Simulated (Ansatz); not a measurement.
Below is the output of a Python script on Ansatz 0.2.0 through its Python package that makes a convergence test of the k-point mesh of Rb3Ba, space group Fm-3m. Write a script that gives it. Level of theory (first run): LDA, norm-conserving potentials, the default cutoff (770 eV here), 1×1×1 k-points, Methfessel-Paxton smearing of 0.2 eV. The script varies spacing (1/A): 1.0, 0.6, 0.4, 0.3.

```xyz
4
Lattice="0.0000 5.5144 5.5144 5.5144 0.0000 5.5144 5.5144 5.5144 0.0000" Properties=species:S:1:pos:R:3 pbc="T T T"
Rb    2.7572    2.7572    2.7572
Rb    8.2716    8.2716    8.2716
Rb    5.5144    5.5144    5.5144
Ba    0.0000    0.0000    0.0000
```

```console
$ python kconv_rb3ba.py
DeckWarning: basis.ecutwfc = 770 eV, auto-derived from the records' recommended cutoffs: set by Ba (normal level)
DeckWarning: output.stress: scf.convergence.dr2_threshold = 1e-9 eV is looser than the 4e-10 eV advised for a printed stress (1e-10 eV for each atom of the cell: 4). What an SCF threshold leaves in a stress goes as its square root, and in the free energy as the threshold itself, and one threshold admits the most on a small cell: of the crystals measured, under no hybrid functional and no lock of the moments, on runs that ended without the residual-converged pass, on stresses that held no [...]
spacing (1/A)   F/atom (eV)    iterations       P (GPa)      k-points
         1.0    -743.82981             9        -1.968             1
         0.6    -744.15054             8        -0.746             3
         0.4    -744.07429             9        -0.569             4
         0.3    -744.06118             9        -0.553             8
1.0: +231.36 meV/atom
0.6: -89.36 meV/atom
0.4: -13.11 meV/atom
```
(Warnings from the package without file and line, shortened.)

One script that gives this output:

The script, `kconv_rb3ba.py`:
```python
"""Convergence of Rb3Ba with the k-point mesh."""

import ansatz as az
import matplotlib.pyplot as plt

SCF_TOL = 1e-09
MAX_ITERATIONS = 100
SMEARING = "methfessel_paxton"
SMEARING_WIDTH = 0.2
FUNCTIONAL = "lda"

xtal = (
    az.Lattice.of((0.0, 5.51443, 5.51443), (5.51443, 0.0, 5.51443), (5.51443, 5.51443, 0.0))
    .atom("Rb", (0.25, 0.25, 0.25))
    .atom("Rb", (0.75, 0.75, 0.75))
    .atom("Rb", (0.5, 0.5, 0.5))
    .atom("Ba", (0.0, 0.0, 0.0))
)

calc = xtal.calculation()
calc = calc.eigensolver("davidson", full_accuracy=True)
calc = calc.scf(tolerance=SCF_TOL, max_iterations=MAX_ITERATIONS)
calc = calc.occupations(SMEARING, width=SMEARING_WIDTH)
calc = calc.accuracy("low")
calc = calc.functional(FUNCTIONAL)
calc = calc.pseudopotentials("nc")
calc = calc.stress()

rows = []
for value in [1.0, 0.6, 0.4, 0.3]:
    rep = calc.kpoints(spacing=value).run(threads=1, pin="off").report
    rows.append((value, rep["free_energy_ev"] / len(rep["lattice"]["sites"]), rep["n_iterations"], sum(rep["stress_gpa"][i][i] for i in range(3)) / 3, rep["n_kpoints"]))

print("spacing (1/A)   F/atom (eV)    iterations       P (GPa)      k-points")
for row in rows:
    print(f"{str(row[0]):>12s}  {row[1]:12.5f}  {row[2]:12d}  {row[3]:12.3f}  {row[4]:12d}")

# the last row is the reference
for row in rows[:-1]:
    shift = 1000 * (row[1] - rows[-1][1])
    print(f"{row[0]}: {shift:+.2f} meV/atom" + ("  (within 2 meV)" if abs(shift) < 2 else ""))
plt.figure(figsize=(4.5, 3))
plt.plot([str(row[0]) for row in rows], [1000 * (row[1] - rows[-1][1]) for row in rows], "o-")
plt.xlabel("spacing (1/A)")
plt.ylabel("F - F(last) (meV/atom)")
plt.tight_layout()
plt.savefig("kconv.png", dpi=100)
```

What to keep in mind:
- The free energy holds a sizeable smearing term, which stands for no physical temperature.
- Pressure is positive in compression.
- The structure comes from a database of computed cells and needn't be a stable or known phase.
- Shifts are counted from the finest mesh, which is itself no proven limit.
- Run time: 42 s on 1 thread of Intel(R) Xeon(R) Processor @ 2.30GHz, on a shared host, peak memory 0.75 GiB.
